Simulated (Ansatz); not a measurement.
NaLaMnMoO6:

```
CELL_PARAMETERS angstrom
-2.72294 2.72294 3.89889
2.72294 -2.72294 3.89889
2.72294 2.72294 -3.89889
ATOMIC_POSITIONS crystal
Na 0.25000 0.75000 0.50000
La 0.75000 0.25000 0.50000
Mn 0.50000 0.50000 0.00000
Mo 0.00000 0.00000 0.00000
O 0.20766 0.29607 0.50371
O 0.29605 0.79234 0.08841
O 0.79236 0.70395 0.49629
O 0.70393 0.20764 0.91159
O 0.25194 0.25194 0.00000
O 0.74806 0.74806 0.00000
```

The cell was built by a generator and needn't be a form met in nature.

| Item | Value |
| --- | --- |
| Program | Ansatz 0.2.0 |
| Task | relaxation of cell and atoms |
| Functional | RPBE |
| Potentials or basis | Ansatz PAW |
| Cutoff | 420 eV (not typed: the program's choice for these potentials) |
| k mesh | 5 × 5 × 5 |
| Occupations | fermi-dirac, width 0.05 eV |
| Spin | collinear spin, ferromagnetic start |
| Starting moments | [0.0, 0.0, 4.0, 1.0, 0.0, 0.0, 0.0, 0.0, 0.0, 0.0] μB |

At the start: volume 11.56 Å³/atom.

Task: Where does the relaxation end?

Result: It ends after 14 steps and the volume is 12.38 Å³/atom (+7.1 %); space group I-4 (No. 82, to 0.05 Å); moment 3.68 μB per cell.

The path:
```tsv
step	energy change (eV)	largest force (eV/Å)	volume (Å³)
1	0.0000	0.1934	115.63
2	-0.0570	0.4772	118.62
3	-0.0929	0.3428	120.74
4	-0.1103	0.1557	121.43
5	-0.1218	0.1101	122.05
6	-0.1331	0.1256	122.75
7	-0.1469	0.0757	123.27
8	-0.1485	0.0723	123.17
9	-0.1498	0.0049	123.11
10	-0.1995	0.0052	123.11
11	-0.1954	0.0276	124.69
12	-0.2011	0.0171	123.75
13	-0.2010	0.0011	123.83
14	-0.2036	0.0011	123.83
```

Final structure:
```
Na La Mn Mo O
1.0
    -2.71818    2.71818    4.18983
     2.71818   -2.71818    4.18983
     2.71818    2.71818   -4.18983
Na La Mn Mo O
1 1 1 1 6
Direct
  0.25000 0.75000 0.50000
  0.75000 0.25000 0.50000
  0.50000 0.50000 0.00000
  0.00000 0.00000 0.00000
  0.18739 0.30022 0.49881
  0.31143 0.81261 0.11283
  0.80140 0.68857 0.50119
  0.69978 0.19860 0.88717
  0.23347 0.23347 0.00000
  0.76653 0.76653 0.00000
```

Caveat: the plane-wave basis is chosen anew once the cell has moved, so the energies of steps on either side of that aren't comparable; the pressure holds a Pulay correction of +0.5 GPa for the finite cutoff; a cell with one magnetic atom can't hold antiferromagnetic order, which such compounds often take; the PAW data sets come from PBE, with cores solved anew for the run's functional, which leaves a small shift of forces and pressure; the starting moments weren't kept.
